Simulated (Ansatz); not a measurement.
**FGeH3S: how energies converge with the basis set**

How large a basis does FGeH3S need? Two functionals are run in growing sets.

The runs use Ansatz 0.2.0, Gaussian basis; one geometry, several basis sets.

The runs, in order: PBE0-D4/def2-SVP; ωB97M-V/def2-SVP; PBE0-D4/def2-QZVPP; ωB97M-V/def2-QZVPP; the functionals' def2-TZVPP values are taken from earlier runs.

### 1 The relaxed structure

An earlier PBE0-D4 in a triple-zeta def2 set relaxation fixed the geometry.

SMILES `[F][GeH2][SH]`, 6 atoms, charge 0, spin multiplicity 1.

Atoms are counted from 1 here; the program's logs count them from 0.

Bond lengths: F1–Ge2 1.741 Å, Ge2–S3 2.200 Å, Ge2–H4 1.532 Å, Ge2–H5 1.530 Å, S3–H6 1.343 Å. Angles: F1–Ge2–S3 109.3°, F1–Ge2–H4 105.1°, F1–Ge2–H5 106.5°, S3–Ge2–H4 112.0°, S3–Ge2–H5 107.9°, H4–Ge2–H5 115.8°, Ge2–S3–H6 94.0°.

### 2 PBE0-D4 in def2-SVP

File in.yaml:

```yaml
crystal:
  periodic: [false, false, false]
  atoms:
    - {symbol: F, position_ang: [-1.827030, 0.202731, 0.284734]}
    - {symbol: Ge, position_ang: [-0.256785, 0.103052, -0.460082]}
    - {symbol: S, position_ang: [1.293391, 0.470052, 1.056798]}
    - {symbol: H, position_ang: [-0.176018, -1.316451, -1.029834]}
    - {symbol: H, position_ang: [-0.189842, 1.236820, -1.485235]}
    - {symbol: H, position_ang: [1.198386, -0.760303, 1.587319]}
basis:
  gaussian: {orbitals: def2-SVP}
hamiltonian: {xc: pbe0, dispersion: d4}
output: {orbitals: {seedname: orbitals}}
```

The runs that follow: ωB97M-V in def2-SVP; PBE0-D4 in def2-QZVPP; ωB97M-V in def2-QZVPP.

Before running them: what should the planned runs give, taken together? Wanted: PBE0-D4: double and triple zeta above quadruple; ωB97M-V: double and triple zeta above quadruple.

The runs gave:

```
                                       quantity           value
PBE0-D4: double and triple zeta above quadruple  16.17, 1.73 eV
ωB97M-V: double and triple zeta above quadruple  16.15, 1.67 eV
```

**Reading.** PBE0-D4 gains 14.44 eV from double to triple zeta, then 1.73 eV more. These are total energies; as a rule much of such shifts cancels in differences, which this series doesn't test. The LUMO of ωB97M-V is positive and keeps falling with the basis (2.39 to 1.35 eV): an unbound level that the basis holds in place.
